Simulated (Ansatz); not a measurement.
Relaxation of a periodic cell of 17 atoms, Si$_{16}$Au (host Si, host structure diamond, interstitial Au), to a largest force component of 0.08 eV/Å in at most 25 steps.

Level of theory: DFT LDA, scalar-relativistic, plane waves, PAW in Ansatz. Settings: PAW set soft_1, cutoff 420 eV, k mesh 2x2x2, fermi-dirac smearing 0.02 eV, spin collinear.

```xyz
17
Lattice="0.0000 5.4300 5.4300 5.4300 0.0000 5.4300 5.4300 5.4300 0.0000" Properties=species:S:1:pos:R:3:forces:R:3
Si 0.000 0.000 0.000 -0.02 -0.03 0.01
Si 1.357 1.357 1.357 -1.08 -1.11 -1.03
Si 2.715 2.715 0.000 0.01 -0.01 -0.83
Si 4.072 4.072 1.357 1.47 1.43 -1.51
Si 2.715 0.000 2.715 -0.01 -0.75 0.01
Si 4.072 1.357 4.072 1.12 -1.24 1.17
Si 5.430 2.715 2.715 0.87 -0.02 -0.02
Si 6.787 4.072 4.072 -0.07 0.04 0.06
Si 0.000 2.715 2.715 -0.78 -0.02 0.02
Si 1.357 4.072 4.072 -1.34 1.22 1.30
Si 2.715 5.430 2.715 -0.01 0.91 -0.01
Si 4.072 6.787 4.072 0.04 -0.07 0.05
Si 2.715 2.715 5.430 -0.03 -0.03 0.82
Si 4.072 4.072 6.787 0.06 0.05 -0.07
Si 5.430 5.430 5.430 0.00 0.00 0.00
Si 6.787 6.787 6.787 -0.06 -0.06 -0.04
Au 2.739 2.758 2.711 -0.18 -0.32 0.07
```

Q: Where does it end, and by what steps?

A: It converged. The threshold is loose, so the end isn't yet a minimum. The force dipped under the threshold on the way, but the program's further checks kept it going. Limits of this set-up: coarse k mesh, PAW files made for another functional, a small cell, in which the defect meets its images. After 12 steps the energy has fallen by 0.944 eV; Au17 moved furthest, 1.05 Å. Parted: Si3–Au17 (2.71 → 3.51 Å), Si5–Au17 (2.76 → 3.51 Å), Si9–Au17 (2.74 → 3.51 Å).

```tsv
step	energy less start (eV)	largest force component (eV/Å)	accepted
0	0.0000	1.513	yes
1	-0.4650	0.331	yes
2	-0.4857	0.045	yes
3	-0.4857	0.045	yes
4	-0.4884	0.094	yes
5	-0.5324	0.470	yes
6	-0.5383	0.546	yes
7	-0.5905	0.441	yes
8	-0.7156	0.433	yes
9	-0.8472	0.273	yes
10	-0.9078	0.215	yes
11	-0.9438	0.065	yes
12	-0.9438	0.064	yes
```

```xyz
17
Lattice="0.0000 5.4300 5.4300 5.4300 0.0000 5.4300 5.4300 5.4300 0.0000" Properties=species:S:1:pos:R:3
Si 0.147 0.148 0.134
Si 1.484 1.486 1.477
Si 2.748 2.750 -0.056
Si 4.139 4.142 1.185
Si 2.738 -0.057 2.733
Si 4.130 1.180 4.127
Si 5.524 2.591 2.574
Si 6.769 3.977 3.975
Si -0.062 2.736 2.734
Si 1.177 4.126 4.129
Si 2.586 5.524 2.577
Si 3.973 6.768 3.977
Si 2.575 2.576 5.522
Si 3.967 3.968 6.764
Si 5.232 5.232 5.237
Si 6.569 6.570 6.574
Au 3.342 3.341 3.349
```

Whether the end is a true minimum wasn't checked by a vibrational analysis.

The run took 100 s on 2 threads of Intel(R) Xeon(R) Platinum 8259CL CPU @ 2.50GHz (Skylake/Cascade Lake), on a shared host, peak memory 0.75 GiB.
